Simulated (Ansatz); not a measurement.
# ScGaOs: the cost of one run

Method: DFT PBE, scalar-relativistic, plane waves, PAW, in Ansatz 0.2.0.

**1. The starting structure**

Symmetry: P6_3/mmc, No. 194, hexagonal system. The conventional cell has a = 4.466 Å, b = 4.466 Å, c = 5.615 Å, α = 90.00°, β = 90.00°, γ = 120.00°. Around Sc (site symmetry -3m) lie 2 Sc at 2.81 Å and 6 Ga at 2.94 Å and 6 Os at 2.94 Å. Ga (site symmetry -6m2) has 5 Os at 2.58 to 2.81 Å and 6 Sc at 2.94 Å in its first shell of neighbours. Os (site symmetry -6m2) has 5 Ga at 2.58 to 2.81 Å and 6 Sc at 2.94 Å in its first shell of neighbours.

Structure file:

```
Sc Ga Os
1.0
     4.46562    0.00000    0.00000
    -2.23281    3.86734    0.00000
     0.00000    0.00000    5.61476
Sc Ga Os
2 2 2
Direct
  0.00000 0.00000 0.00000
  0.00000 0.00000 0.50000
  0.33333 0.66667 0.25000
  0.66667 0.33333 0.75000
  0.33333 0.66667 0.75000
  0.66667 0.33333 0.25000
```

(A quick probe on a coarse mesh, which set the mesh and smearing, is not shown.)

**3. Relaxing cell and atoms**

input.yaml reads:

```yaml
crystal:
  lattice:
    - [4.4656195019, 0.0, 0.0]
    - [-2.232809751, 3.8673399323, 0.0]
    - [0.0, 0.0, 5.6147611183]
  atoms:
    - { symbol: Sc, position: [0.0, 0.0, 0.0] }
    - { symbol: Sc, position: [0.0, 0.0, 0.5] }
    - { symbol: Ga, position: [0.3333333333, 0.6666666667, 0.25] }
    - { symbol: Ga, position: [0.6666666667, 0.3333333333, 0.75] }
    - { symbol: Os, position: [0.3333333333, 0.6666666667, 0.75] }
    - { symbol: Os, position: [0.6666666667, 0.3333333333, 0.25] }
basis:
  ecutwfc: 420
kpoints:
  mp_grid: { grid: [12, 12, 8] }
hamiltonian:
  xc: pbe
scf:
  occupations: { method: gaussian, width: 0.1 }
output:
  forces: true
  stress: true
  eigenvalues: true
relax:
  adjacent_minimum: "off"
  f_tol: 0.01
  max_steps: 80
  cell: { stress_tol: 0.05 }
```

On the command line:

```
> ansatz run input.yaml --threads 1 --pin off --max-ram 2560MiB --backend cpu --events-out ev --progress --plain --runs-dir out
```

What time and memory should one allow on 1 thread of Arm Neoverse V1, shared host?

About 3.1 min, with a peak of 0.62 GiB.
